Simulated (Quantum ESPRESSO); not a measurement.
Runs of Quantum ESPRESSO 7.5 on SiSe. It takes space group P-6m2 (No. 187, hexagonal). The conventional cell has a = 3.595 Å, b = 3.595 Å, c = 3.599 Å, α = 90.00°, β = 90.00°, γ = 120.00°. Around Si (site symmetry -6m2) lie 6 Se at 2.75 Å. Around Se (site symmetry -6m2) lie 6 Si at 2.75 Å. The cell was built by a generator and needn't be a form met in nature.

| level | potentials or basis | cell | k mesh | iterations | mixing beta | form of the LDA correlation | other keys | mesh quality | gap on the mesh (eV) | pressure (GPa) |
| --- | --- | --- | --- | --- | --- | --- | --- | --- | --- | --- |
| PBEsol | GBRV 1.5 PBE | volume scaled by 1.04 | 9 × 9 × 6, shifted | 300 | 0.1 | - | mixing_beta = 0.1; k = 9 × 9 × 6; verbose = yes | not flagged | none | -4.4 |
| PBEsol | GBRV 1.5 PBE | as given | 6 × 6 × 4, shifted | 200 | 0.5 | - | - | coarse | none | (a) |
| LDA | GBRV 1.5 LDA | as given | 6 × 6 × 4, shifted | 300 | 0.5 | PZ81 | - | coarse | none | -3.4 |
| PBEsol | GBRV 1.5 PBEsol | volume scaled by 0.96 | 6 × 6 × 4, shifted | 200 | 0.5 | - | - | coarse | none | -1.5 |
| LDA | GBRV 1.5 LDA | as given | 6 × 6 × 4, shifted | 400 | 0.5 | PZ81 | - | coarse | none | -3.4 |

Alike in all rows: task energy-loss spectrum; no spin polarisation; cutoff (eV) 612; smearing fermi-dirac 0.05 eV.

Question: Estimate the missing entries.

Answer: (a) -2.7.

Caveats: some runs use coarse meshes; the potentials were made for another functional, which shifts forces and pressure (some runs); the Lanczos chain is short for so many electrons, so humps in the spectrum may be artefacts (some runs); the wave vector is under the mesh spacing, so the intraband response is poorly sampled (some runs).

A k mesh can miss the band edges, and the runs leave out spin-orbit coupling on Se.

A gap of «none» marks a metal or a gap under the smearing width.
